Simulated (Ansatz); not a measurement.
# AlGeIr3: the cost of one run

Method: DFT PBE, scalar-relativistic, plane waves, PAW, in Ansatz 0.2.0.

### Step 1. Starting point

Symmetry: Pm-3m, No. 221, cubic system. The conventional cell has a = 4.401 Å, b = 4.401 Å, c = 4.401 Å, α = 90.00°, β = 90.00°, γ = 90.00°. Al (site symmetry m-3m) is surrounded by 12 Ir at 3.11 Å. Ge (site symmetry m-3m) is surrounded by 6 Ir at 2.20 Å. Ir (site symmetry 4/mmm) has 2 Ge at 2.20 Å in its first shell of neighbours.

Coordinates:

```cif
data_structure
_symmetry_space_group_name_H-M 'P 1'
_symmetry_Int_Tables_number 1
_cell_length_a 4.4007
_cell_length_b 4.4007
_cell_length_c 4.4007
_cell_angle_alpha 90.000
_cell_angle_beta 90.000
_cell_angle_gamma 90.000
_cell_volume 85.23
loop_
_atom_site_label
_atom_site_type_symbol
_atom_site_fract_x
_atom_site_fract_y
_atom_site_fract_z
_atom_site_occupancy
Al1 Al 0.50000 0.50000 0.50000 1
Ge1 Ge 0.00000 0.00000 0.00000 1
Ir1 Ir 0.50000 0.00000 0.00000 1
Ir2 Ir 0.00000 0.50000 0.00000 1
Ir3 Ir 0.00000 0.00000 0.50000 1
```

The cell is invented: random cell by space group and Wyckoff sites (Pm-3m, No. 221). The dimensions are guesses.

### Step 2. Probe: one point on a coarse mesh

input.yaml reads:

```yaml
crystal:
  lattice:
    - [4.40074316, 0.0, 0.0]
    - [0.0, 4.40074316, 0.0]
    - [0.0, 0.0, 4.40074316]
  atoms:
    - { symbol: Al, position: [0.5, 0.5, 0.5] }
    - { symbol: Ge, position: [0.0, 0.0, 0.0] }
    - { symbol: Ir, position: [0.5, 0.0, 0.0] }
    - { symbol: Ir, position: [0.0, 0.5, 0.0] }
    - { symbol: Ir, position: [0.0, 0.0, 0.5] }
basis:
  ecutwfc: 420
kpoints:
  mp_grid: { grid: [4, 4, 4] }
hamiltonian:
  xc: pbe
scf:
  occupations: { method: gaussian, width: 0.1 }
  lower_state_search: "off"
output:
  forces: true
  stress: true
  eigenvalues: true
```

The run is started by

```bash
> ansatz run input.yaml --threads 1 --pin off --max-ram 2560MiB --backend cpu --events-out ev --progress --plain --runs-dir out
```

**Question.** How long does this run take on 1 thread of Intel Xeon Gold 6455B (Sapphire Rapids), shared host, and how much memory does it need?

About 1.2 s, with a peak of 0.38 GiB.
